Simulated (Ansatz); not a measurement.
# SnH4S2: a barrier at many levels of theory

How high is the barrier of this step (S2–H4 formed, Sn1–S2 loosened, S3–H4 broken), and how far do cheaper methods land from CCSD(T)?

Program: Ansatz 0.2.0, Gaussian basis. Level of theory: single points in def2-TZVPP on PBE0-D4/def2-TZVP structures. These are calculated values, not measurements.

Levels: SPW92, PBE-D4, BLYP-D4, r2SCAN-D4, B97M-V, PBE0-D4, B3LYP-D4, r2SCAN0-D4, BHLYP-D4, CAM-B3LYP-D4, wB97X-V, wB97M-V, B2PLYP, PBE-QIDH, RPA on PBE, Hartree-Fock, MP2, CCSD, CCSD(T). The reference is CCSD(T) at the basis limit, from triple and quadruple zeta. Zero-point energies come from PBE0-D4 vibrations.

Correlated methods freeze the cores. Filled d shells of the heavier atoms are correlated. Core potentials replace the inner electrons past krypton, and spin-orbit coupling is left out. B3LYP uses VWN-RPA correlation. B2PLYP carries no dispersion term here.

13 further runs of the same task are left out: 13 set aside as unsound or not needed.

## 1. Start, saddle and end, as given

Charge 0, multiplicity 1. The folders r, ts and p hold the start, the saddle and the end; their coordinates stand in the first inputs.

```csv
pair,r (Å),ts (Å),p (Å)
S2–H4,3.788,1.469,1.345
Sn1–S2,2.399,2.667,2.872
S3–H4,1.344,2.025,3.544
```

## 2. wB97M-V/def2-TZVPP

r/in.yaml

```yaml
crystal:
  periodic: [false, false, false]
  atoms:
    - {symbol: Sn, position_ang: [-0.344090, -0.366968, 0.502411]}
    - {symbol: S, position_ang: [1.817437, -0.923186, -0.378333]}
    - {symbol: S, position_ang: [-1.167094, 1.615910, -0.569022]}
    - {symbol: H, position_ang: [-1.059125, 1.089675, -1.800476]}
    - {symbol: H, position_ang: [-1.316338, -1.721556, 0.158054]}
    - {symbol: H, position_ang: [-0.269765, 0.030630, 2.156237]}
    - {symbol: H, position_ang: [2.338875, 0.275697, -0.068772]}
basis:
  gaussian: {orbitals: def2-TZVPP}
hamiltonian: {xc: {name: wB97M-V}}
```

ts/in.yaml

```yaml
crystal:
  periodic: [false, false, false]
  atoms:
    - {symbol: Sn, position_ang: [-0.805513, -0.274325, 0.610251]}
    - {symbol: S, position_ang: [1.351653, -0.376670, -0.955412]}
    - {symbol: S, position_ang: [-1.411371, 1.444133, -0.754472]}
    - {symbol: H, position_ang: [0.355359, 0.637122, -1.327474]}
    - {symbol: H, position_ang: [-1.398654, -1.871696, 0.453836]}
    - {symbol: H, position_ang: [-0.108668, -0.061448, 2.160857]}
    - {symbol: H, position_ang: [2.017095, 0.503084, -0.187487]}
basis:
  gaussian: {orbitals: def2-TZVPP}
hamiltonian: {xc: {name: wB97M-V}}
```

p/in.yaml

```yaml
crystal:
  periodic: [false, false, false]
  atoms:
    - {symbol: Sn, position_ang: [-0.955724, -0.163808, 0.694474]}
    - {symbol: S, position_ang: [1.565844, -0.371612, -0.664955]}
    - {symbol: S, position_ang: [-1.710000, 1.707472, -0.239950]}
    - {symbol: H, position_ang: [0.908113, -0.096606, -1.805469]}
    - {symbol: H, position_ang: [-1.383535, -1.752216, 0.205313]}
    - {symbol: H, position_ang: [-0.173760, -0.258941, 2.219256]}
    - {symbol: H, position_ang: [1.748962, 0.935909, -0.408569]}
basis:
  gaussian: {orbitals: def2-TZVPP}
hamiltonian: {xc: {name: wB97M-V}}
```

No record of the launch command was kept for these runs.

The runs that follow: CCSD(T)/def2-TZVPP; MP2/def2-QZVPP; Vibrations of the start structure; Vibrations of the end structure.

Q: Predict the outcome of this session. Wanted: barrier, CCSD(T)/CBS; reverse barrier, CCSD(T)/CBS; step energy, CCSD(T)/CBS; barrier with zero-point energy; step energy with zero-point energy; imaginary mode at the saddle; largest T1 diagnostic.

**Answer**, as computed:

| quantity | value |
| --- | --- |
| barrier, CCSD(T)/CBS | 150.3 kJ/mol |
| reverse barrier, CCSD(T)/CBS | 17.9 kJ/mol |
| step energy, CCSD(T)/CBS | +132.4 kJ/mol |
| barrier with zero-point energy | 144.5 kJ/mol |
| step energy with zero-point energy | +132.3 kJ/mol |
| imaginary mode at the saddle | 399i cm⁻¹ |
| largest T1 diagnostic | 0.016 |

What this shows: r2SCAN0-D4 is the best functional here (+0.4 kJ/mol from CCSD(T)/CBS); SPW92 is the worst (-34.3 kJ/mol). Mean unsigned error by rung: LDA 34.3, GGA 21.4, meta-GGA 7.0, hybrid 6.7, range-separated hybrid 9.5, double hybrid 2.4 kJ/mol. PBE-D4 gives a barrier 24.3 kJ/mol too low, outside chemical accuracy (1 kcal/mol, 4.2 kJ/mol). Every functional without exact exchange puts the forward barrier too low. The barrier rises with the share of exact exchange, from BLYP-D4 through B3LYP-D4 to BHLYP-D4 (-18.5, -4.1, +15.5 kJ/mol). Hartree-Fock, with no correlation, is off by +47.7 kJ/mol. Zero-point motion lowers the barrier by 5.7 kJ/mol.
